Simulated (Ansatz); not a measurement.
The system is FeAu.

```
CELL_PARAMETERS angstrom
1.41175 0.81507 4.46945
-1.41175 0.81507 4.46945
0.00000 -1.63015 4.46945
ATOMIC_POSITIONS crystal
Au 0.00000 0.00000 0.00000
Fe 0.50000 0.50000 0.50000
```

The cell comes from a database or a generator and needn't be the stable form of this composition.

| Quantity | Value |
| --- | --- |
| Program | Ansatz 0.2.0 |
| Task | single point |
| Functional | PBE |
| Potentials or basis | Ansatz PAW |
| Cutoff | 420 eV (not typed: the program's choice for these potentials) |
| k mesh | 11 × 11 × 11 |
| Occupations | fermi-dirac, width 0.05 eV |
| Spin | collinear spin, ferromagnetic start |
| Starting moments | [0.0, 3.0] μB |

On this cell: pressure -1.0 GPa; largest force under 0.003 eV/Å; net moment 2.91 μB per cell; site moments Au +0.06; Fe +2.93 μB; band gap on the k mesh none (metal or under the smearing width).

The same run follows on a disturbed copy (atoms moved at random, drawn with an rms of 0.05 Å):

```xyz
2
Lattice="1.4117 0.8151 4.4695 -1.4117 0.8151 4.4695 0.0000 -1.6301 4.4695" Properties=species:S:1:pos:R:3 pbc="T T T"
Au   -0.0123    0.0223    0.0303
Fe   -0.0340   -0.0232    6.6788
```

Problem. What changes?

Solution. The energy (extrapolated to zero smearing) moves by +6.4 meV/atom; pressure -0.7 GPa; largest force 0.397 eV/Å; net moment 2.91 μB per cell; site moments Au +0.06; Fe +2.93 μB; band gap on the k mesh none (metal or under the smearing width).

Forces in eV/Å, atoms in the order of the input:
```
Au  -0.035 -0.076 -0.388
Fe   0.035  0.076  0.388
```

Stress tensor (GPa, compression positive):
```
-1.38 -0.05  0.05
-0.05 -1.19  0.20
 0.05  0.20  0.43
```
